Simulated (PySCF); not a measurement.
# C4H13B3P: the cost of one run

Programs: PySCF 2.14.0, with routines of our own; each step states its level. All values are computed. Atoms count from 0.

## 1. The starting structure

21 atoms, charge 0, multiplicity 2; geometry from: GFN2-xTB.

## 2. Open-shell or spin-flip excitations: unrestricted TDDFT wB97X-D/def2-SVP

What the job is given:

```
{"job": {"kind": "uabs", "xc": "wB97X-D", "basis": "def2-SVP", "nstates": 10, "tda": false}, "charge": 0, "multiplicity": 2}
B      0.271168    -1.784048     1.956422
P      0.165937    -0.469103     0.777515
B     -1.495591     0.289197     0.423110
C     -1.836354     0.962725    -0.968937
C     -2.641019     0.163327     1.508707
B      1.592140    -0.214524    -0.374742
C      2.883986    -1.109991    -0.193914
C      1.599391     0.911403    -1.486873
H     -0.413189    -2.141103     2.823368
H     -2.903033     0.944854    -1.186635
H     -1.316349     0.501830    -1.806404
H     -1.541022     2.012619    -0.964196
H     -2.270894    -0.030862     2.514120
H     -3.306779    -0.663030     1.254784
H     -3.268813     1.052491     1.546285
H      3.234150    -1.509408    -1.145011
H      2.739887    -1.945696     0.490038
H      3.706645    -0.510680     0.197780
H      1.197329     0.515145    -2.420640
H      2.603333     1.266260    -1.714028
H      0.990158     1.775536    -1.231220
```

Method: unrestricted TDDFT wB97X-D/def2-SVP, vertical, gas phase, core orbitals frozen in the response.

Launch:

```sh
$ OMP_NUM_THREADS=1 python excited_run.py task.json out
```

The driver reads the jobs from task.json and runs them one after another.

**Question.** How long does this first job take on 1 thread of Arm Neoverse V1, shared host, and how much memory does it need?

About 99 s, with a peak of 0.79 GiB.
